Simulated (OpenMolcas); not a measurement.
**doublet CH2BF3O+ at 6 levels**

Wanted: a comparison of 6 runs (UHF/3-21G, UHF/def2-SVP, UB3LYP/6-31G*, UBLYP/def2-SVP, UTPSS/def2-SVP) of doublet CH2BF3O+. 

The results are computed with OpenMolcas 26.06.

## 1. The structure to begin with

CH2BF3O+: 8 atoms, total charge +1, spin state doublet. SMILES of the parent species: `OC(F)B(F)F`. Geometry: relaxed at PBE0-D4/def2-TZVP. This is one conformer, not always the lowest. That shape belongs to the parent species and isn't relaxed for this state.

Bond lengths: O1–C2 1.380 Å, C2–F3 1.386 Å, C2–B4 1.595 Å, B4–F5 1.314 Å, B4–F6 1.309 Å, O1–H7 0.962 Å, C2–H8 1.100 Å. Angles: O1–C2–F3 110.6°, O1–C2–B4 107.3°, F3–C2–B4 110.4°, C2–B4–F5 119.4°, C2–B4–F6 122.0°, F5–B4–F6 118.6°, O1–C2–H8 111.6°, F3–C2–H8 105.5°, B4–C2–H8 111.5°, C2–O1–H7 109.7°.

## 2. The energy at UHF/3-21G (run 1)

Contents of calc.inp:

```
&GATEWAY
 BasLib=$CurrDir
 Coord
 8
 angstrom
 O       -0.197300      -1.323900       0.466200
 C        0.446500      -0.164100       0.086400
 F        1.166700       0.362800       1.146700
 B       -0.673500       0.866000      -0.392200
 F       -1.258000       0.689100      -1.556000
 F       -1.023000       1.898300       0.333000
 H        0.445400      -2.033100       0.566400
 H        1.185400      -0.352200      -0.706200
 Basis=3-21G
 Group=NoSym

&SEWARD

&SCF
 UHF
 Charge=1
 Spin=2
 Thresholds=1e-10 1e-07 1e-07 1e-05
 PrOrbitals=1 2
```

The basis set 3-21G is read from a file made from the Basis Set Exchange's data (not shown).

On the command line:

```sh
export MOLCAS_MEM=1860
pymolcas calc.inp > calc.log
```

Log:

```text
--- Start Module: gateway ---
[...]
--- Stop Module: gateway /rc=_RC_ALL_IS_WELL_ ---
--- Start Module: seward ---
[...]
      Basis functions           58
--- Stop Module: seward /rc=_RC_ALL_IS_WELL_ ---
[...]
--- Start Module: scf ---
[...]
       Convergence after  57 Iterations
[...]
::    Total SCF energy                               -434.2370892624
[...]
      Total spin, S                                     0.5047776559
[...]
      Total electronic charge=   47.000000
      Total            charge=    1.000000
[...]
      Dipole Moment (debye):
      Origin of the operator (angstrom)=   -0.2524    0.4085    0.0264
                   X=  3.7382E+00               Y= -8.0782E+00               Z=  2.2987E-01           Total=  8.9041E+00
      Center of Charge (angstrom)
[...]
--- Stop Module: scf /rc=_RC_ALL_IS_WELL_ ---
[...]
```

Run time: 9.3 s. Hardware: 1 thread of AMD EPYC 7R43 (Zen 3), shared host; peak memory 0.39 GiB.

## 3. A single-point energy at UHF/def2-SVP (run 2)

Contents of mol.xyz:

```xyz
8

O     -0.197300    -1.323900     0.466200
C      0.446500    -0.164100     0.086400
F      1.166700     0.362800     1.146700
B     -0.673500     0.866000    -0.392200
F     -1.258000     0.689100    -1.556000
F     -1.023000     1.898300     0.333000
H      0.445400    -2.033100     0.566400
H      1.185400    -0.352200    -0.706200
```

Contents of job.inp:

```
* CH2BF3O Hartree-Fock

&GATEWAY
 BasLib
 $CurrDir
 Coord
 mol.xyz
 Basis
 def2-SVP
 Group
 NoSym

&SEWARD

&SCF
 UHF
 Charge
 1
 Spin
 2
 Thresholds
 1e-10 1e-07 1e-07 1e-05
 PrOrbitals
 1 2
```

The basis set def2-SVP is read from a file made from the Basis Set Exchange's data (not shown).

On the command line:

```sh
export MOLCAS_MEM=1860
pymolcas job.inp > job.log
```

Log:

```text
--- Start Module: gateway ---
[...]
--- Stop Module: gateway /rc=_RC_ALL_IS_WELL_ ---
--- Start Module: seward ---
[...]
      Basis functions           94
--- Stop Module: seward /rc=_RC_ALL_IS_WELL_ ---
[...]
--- Start Module: scf ---
[...]
       Convergence after  74 Iterations
[...]
::    Total SCF energy                               -436.2502380174
[...]
      Total spin, S                                     0.5050398944
[...]
      Total electronic charge=   47.000000
      Total            charge=    1.000000
[...]
      Dipole Moment (debye):
      Origin of the operator (angstrom)=   -0.2524    0.4085    0.0264
                   X=  3.2195E+00               Y= -7.9941E+00               Z=  2.5697E-01           Total=  8.6219E+00
      Center of Charge (angstrom)
[...]
--- Stop Module: scf /rc=_RC_ALL_IS_WELL_ ---
[...]
```

Wall time 46 s (1 thread of AMD EPYC 7R43 (Zen 3), shared host); peak memory 0.52 GiB.

Runs 3 to 5 aren't shown in full; the table further down has their settings and results.

## 4. A single-point energy at UTPSS/def2-SVP (run 6)

Contents of mol.input:

```
&GATEWAY
BasLib=$CurrDir
Coord
8
angstrom
O       -0.197300      -1.323900       0.466200
C        0.446500      -0.164100       0.086400
F        1.166700       0.362800       1.146700
B       -0.673500       0.866000      -0.392200
F       -1.258000       0.689100      -1.556000
F       -1.023000       1.898300       0.333000
H        0.445400      -2.033100       0.566400
H        1.185400      -0.352200      -0.706200
Basis=def2-SVP
Group=NoSym
&SEWARD
GridInput
Grid=UltraFine
End of Grid
&SCF
UHF
Charge=1
Spin=2
KSDFT=2
1.0 MGGA_X_TPSS
1.0 MGGA_C_TPSS
Thresholds=1e-10 1e-07 1e-07 1e-05
PrOrbitals=1 2
```

The basis set def2-SVP is read from a file made from the Basis Set Exchange's data (not shown).

On the command line:

```sh
export MOLCAS_MEM=1860
pymolcas mol.input > mol.log
```

Log:

```text
--- Start Module: gateway ---
[...]
--- Stop Module: gateway /rc=_RC_ALL_IS_WELL_ ---
--- Start Module: seward ---
[...]
      Basis functions           94
--- Stop Module: seward /rc=_RC_ALL_IS_WELL_ ---
[...]
--- Start Module: scf ---
[...]
       Convergence after  31 Iterations
[...]
::    Total KS-DFT energy                            -438.3139023902
[...]
      Total spin, S                                     0.5010191216
[...]
      Total electronic charge=   47.000000
      Total            charge=    1.000000
[...]
      Dipole Moment (debye):
      Origin of the operator (angstrom)=   -0.2524    0.4085    0.0264
                   X=  3.2968E+00               Y= -4.0246E+00               Z= -5.2864E-01           Total=  5.2293E+00
      Center of Charge (angstrom)
[...]
--- Stop Module: scf /rc=_RC_ALL_IS_WELL_ ---
[...]
```

It took 2.4 min on 1 thread of AMD EPYC 7R43 (Zen 3), shared host; peak memory 0.52 GiB.

## 5. The series

```csv
run,level,integration grid,Cartesian functions,energy (Eh),HOMO energy (eV),LUMO energy (eV),⟨S²⟩,wall time
1,UHF/3-21G,–,no,-434.237089,-20.81,-8.84,0.760,9.3 s
2,UHF/def2-SVP,–,no,-436.250238,-21.04,-8.88,0.760,46 s
3,UB3LYP/6-31G* (spherical functions),UltraFine,no,-438.581818,-16.61,-14.40,0.753,1.7 min
4,UB3LYP/6-31G* (Cartesian functions),UltraFine,yes,-438.587227,-16.62,-14.41,0.753,1.9 min
5,UBLYP/def2-SVP,UltraFine,no,-438.220764,-15.23,-14.71,0.751,1.8 min
6,UTPSS/def2-SVP,UltraFine,no,-438.313902,-15.48,-14.84,0.752,2.4 min
```

## 6. Outcome

| quantity | value |
| --- | --- |
| run 6: total energy | -438.31390 Eh |
| run 6: HOMO energy (highest over α and β) | -15.48 eV |
| run 6: LUMO energy (lowest over α and β) | -14.84 eV |
| run 6: ⟨S²⟩ | 0.752 |

What this shows: Totals of different functionals can't be ranked against each other. All runs together took 8.7 min, the longest 2.4 min.
